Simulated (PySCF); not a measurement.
**The bond of GaP, level by level**

What are the lowest state that PBE0 finds, the bond length, vibrational wavenumber and bond energy of GaP, and how much do these hang on the method?

Computed with PySCF 2.14.0. Level: Ga cc-pVDZ-PP with ECP10, P cc-pV(D+d)Z, scalar-relativistic core potentials.

**1. Input**

Settings of the job:

* atoms: Ga, P
* charge: 0
* basis: Ga cc-pVDZ-PP with ECP10, P cc-pV(D+d)Z
* Hamiltonian: scalar-relativistic core potentials
* basis functions: 46
* electrons treated: 36
* masses in u: 68.9256, 30.9738
* levels: PBE0, PBE, r²SCAN, M06-L, TPSS, LDA, CAM-B3LYP, HF, MP2, SCS-MP2, CCSD, CCSD(T)
* grid: 80 radial by 434 angular points
* occupations: held fixed by the projection of orbital angular momentum
* dissociation limit: Ga + P, each in its ground configuration
* starting distance in angstrom: 2.270
* values of 2S to try: 0, 2, 4

On the command line:

```
OMP_NUM_THREADS=1 python dia.py task.json out
```

The runs that follow: First curve: PBE0; Excited determinants; PBE; r²SCAN; M06-L (meta-GGA); TPSS (meta-GGA); LDA (local density); CAM-B3LYP (range-separated hybrid); UHF; Adding correlation.

**Question.** What will these runs give? Wanted: for each run, Re; ωe; De; μ.

As calculated:

Lowest PBE0 solution found, without spin–orbit coupling: ³Σ⁻ (triplet), unpaired electrons π ↑↑. State 2 has its PBE0 minimum 0.13 eV higher. State 3 has its PBE0 minimum 0.32 eV higher, as a spin-mixed determinant (⟨S²⟩ = 1.02), so this is no gap between pure states. State 4 has its PBE0 minimum 0.33 eV higher, as a spin-mixed determinant (⟨S²⟩ = 1.01), so this is no gap between pure states. The other levels ran on the lowest alone.

```
      level  Re (Å)  ωe (cm⁻¹)  De (eV)  μ (D)
        UHF   2.487      285.8     0.87  -1.69
    UHF-MP2   2.474      292.8     1.50    n/a
UHF-SCS-MP2   2.486      286.8     1.48    n/a
   UHF-CCSD   2.487      285.1     1.46    n/a
UHF-CCSD(T)   2.491      282.6     1.54    n/a
        LDA   2.458      290.1     2.62  -1.07
        PBE   2.506      275.1     2.20  -1.40
       TPSS   2.503      275.6     2.17  -1.50
     r²SCAN   2.472      285.7     2.05  -1.37
      M06-L   2.489      281.0     2.23  -1.74
       PBE0   2.477      287.5     2.06  -1.49
  CAM-B3LYP   2.467      290.6     1.99  -1.49
```

De is counted to Ga + P in their ground configurations. A positive dipole means Ga(−)P(+).

Differences from CCSD(T) in the same basis:

```
      level  Re (mÅ)  ωe (%)
        UHF       -3    +1.1
    UHF-MP2      -17    +3.6
UHF-SCS-MP2       -4    +1.5
   UHF-CCSD       -4    +0.9
        LDA      -33    +2.7
        PBE      +16    -2.6
       TPSS      +12    -2.5
     r²SCAN      -19    +1.1
      M06-L       -1    -0.6
       PBE0      -13    +1.7
  CAM-B3LYP      -23    +2.8
```

What this shows: Against CCSD(T) in the same basis, the bond length is nearest at M06-L (-1 mÅ) and farthest at LDA (-33 mÅ); the wavenumber is nearest at M06-L (-0.6 %) and farthest at UHF-MP2 (+3.6 %). Hartree–Fock falls on the short and stiff side, its usual fault. PBE has the long and soft bond that GGAs tend to give. CCSD(T) in a basis this small is itself some way from its limit, more so than the functionals. Among the levels with a De in the table, it runs from 0.87 eV (UHF) to 2.62 eV (LDA).

Correlated steps freeze 9 core orbitals.
